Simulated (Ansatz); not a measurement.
**CH₇AlOSi₂: how energies converge with the basis set**

An exercise on one series of results from a longer session: the logs are not shown, and one member is left open.

Program: Ansatz 0.2.0, Gaussian basis. Level of theory: one geometry, several basis sets. These are calculated values, not measurements.

Levels to be run: PBE0-D4/def2-SVP; ωB97M-V/def2-SVP; PBE0-D4/def2-QZVPP; ωB97M-V/def2-QZVPP; the functionals' def2-TZVPP values are taken from earlier runs.

## Structure used throughout

The geometry comes from an earlier relaxation with PBE0-D4 in a triple-zeta def2 set; it is a stationary point, not always the lowest conformer.

SMILES `[CH2]1O[SiH2][SiH2][AlH]1`, 12 atoms, charge 0, spin multiplicity 1.

Atoms are counted from 1 here; the program's logs count them from 0.

Bond lengths: C1–O2 1.432 Å, C1–Al5 1.994 Å, C1–H6 1.101 Å, C1–H7 1.096 Å, O2–Si3 1.657 Å, Si3–Si4 2.349 Å, Si3–H8 1.484 Å, Si3–H9 1.496 Å, Si4–Al5 2.443 Å, Si4–H10 1.488 Å, Si4–H11 1.490 Å, Al5–H12 1.588 Å. Angles: O2–C1–Al5 110.9°, O2–C1–H6 109.9°, O2–C1–H7 107.0°, Al5–C1–H6 111.9°, Al5–C1–H7 111.8°, H6–C1–H7 105.2°, C1–O2–Si3 122.5°, O2–Si3–Si4 104.0°, O2–Si3–H8 105.6°, O2–Si3–H9 110.7°, Si4–Si3–H8 117.9°, Si4–Si3–H9 109.4°, H8–Si3–H9 109.0°, Si3–Si4–Al5 86.4°, Si3–Si4–H10 114.8°, Si3–Si4–H11 112.1°, Al5–Si4–H10 117.3°, Al5–Si4–H11 115.0° and more.

The first run:

File in.yaml:

```yaml
crystal:
  periodic: [false, false, false]
  atoms:
    - {symbol: C, position_ang: [-0.941394, 1.271493, 0.581992]}
    - {symbol: O, position_ang: [-0.760549, 0.075631, 1.348458]}
    - {symbol: Si, position_ang: [0.548922, -0.919879, 1.148863]}
    - {symbol: Si, position_ang: [0.733391, -1.152860, -1.180799]}
    - {symbol: Al, position_ang: [-0.472011, 0.966777, -1.332120]}
    - {symbol: H, position_ang: [-0.353257, 2.090972, 1.023095]}
    - {symbol: H, position_ang: [-1.988591, 1.573367, 0.701027]}
    - {symbol: H, position_ang: [0.252554, -2.134851, 1.947366]}
    - {symbol: H, position_ang: [1.788761, -0.276943, 1.683655]}
    - {symbol: H, position_ang: [2.128325, -1.181783, -1.697743]}
    - {symbol: H, position_ang: [-0.014079, -2.338725, -1.685600]}
    - {symbol: H, position_ang: [-0.845071, 1.971500, -2.504095]}
basis:
  gaussian: {orbitals: def2-SVP}
hamiltonian: {xc: pbe0, dispersion: d4}
output: {orbitals: {seedname: orbitals}}
```

Command:

```console
$ ansatz run in.yaml --threads 4 --pin off --events-out ev --progress --plain --max-ram 10444MiB
```

Among the steps run: PBE0-D4 in def2-SVP; ωB97M-V in def2-SVP; PBE0-D4 in def2-QZVPP; ωB97M-V in def2-QZVPP.

One table of the session follows, with a row left open; its other results are not shown here.

It belongs to the step «Density functionals: the series». 

```
functional       basis  HOMO (eV)  LUMO (eV)
   PBE0-D4    def2-SVP      -6.61      -2.07
   PBE0-D4  def2-TZVPP      -6.61      -2.07
   PBE0-D4  def2-QZVPP      -6.62      -2.08
   ωB97M-V    def2-SVP      -8.57      -0.37
   ωB97M-V  def2-TZVPP      -8.59      -0.42
   ωB97M-V  def2-QZVPP          ?          ?
```

Q: Estimate the row for ωB97M-V, def2-QZVPP from the others.

**Answer.** HOMO (eV): -8.60; LUMO (eV): -0.50. In the column «HOMO (eV)» it is the lowest.
